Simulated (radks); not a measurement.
# Ionising dysprosium step by step, Dy²²⁺ to Dy⁴³⁺

An exercise on one series of results from a longer session: the logs are not shown, and one member is left open.

Method: Dirac Kohn-Sham, PBE, spin-unpolarised, spherical densities, point nucleus; open shells are shared between the two j in proportion to 2j + 1. Code: radks (a radial shooting solver on a logarithmic mesh, Libxc functionals) version 1.

## The atom as given

- element: dysprosium (Z = 66)
- charges: 22 to 43
- first configuration: [Kr] 4d8
- last configuration: [Ar] 3d5

Outer shells as boxes (Hund's rule):

Dy²²⁺
```
[Kr] core
4d [↑↓][↑↓][↑↓][↑ ][↑ ]
```

Dy⁴³⁺
```
[Ar] core
3d [↑ ][↑ ][↑ ][↑ ][↑ ]
```

The first run:

The run's settings:

```text
Z 66
configuration [Kr] 4d8
relativity Dirac
functional pbe,pbe
spin unpolarised
j_filling average
nucleus point
c 137.035999084
```

Among the steps run: Dy²²⁺, [Kr] 4d8.

One of the session's tables, all rows but one given; the rest of the session is left out.

It belongs to the step «Dy²²⁺, [Kr] 4d8». Sizes of the orbitals, from the radial functions (bohr):

```
level     <r>  outermost maximum (interpolated)  90 % within  nodes
3p3/2  0.2362                             0.215        0.353      1
3d3/2  0.2088                             0.171        0.325      0
3d5/2  0.2128                             0.174        0.330      0
4s1/2  0.5030                             0.482        0.716      3
4p1/2  0.5067                             0.482        0.728      2
4p3/2  0.5298                             0.506        0.760      2
4d3/2  0.5343                             0.500        0.784      1
4d5/2       ?                                 ?            ?      ?
```

Estimate the missing values for 4d5/2.

**Answer.** <r>: 0.5412; outermost maximum (interpolated): 0.506; 90 % within: 0.793; nodes: 1. In the column «<r>» it is the highest.

To keep in mind: Spin polarisation and multiplet splitting are left out, so open shells lie too high by an amount that depends on their filling.
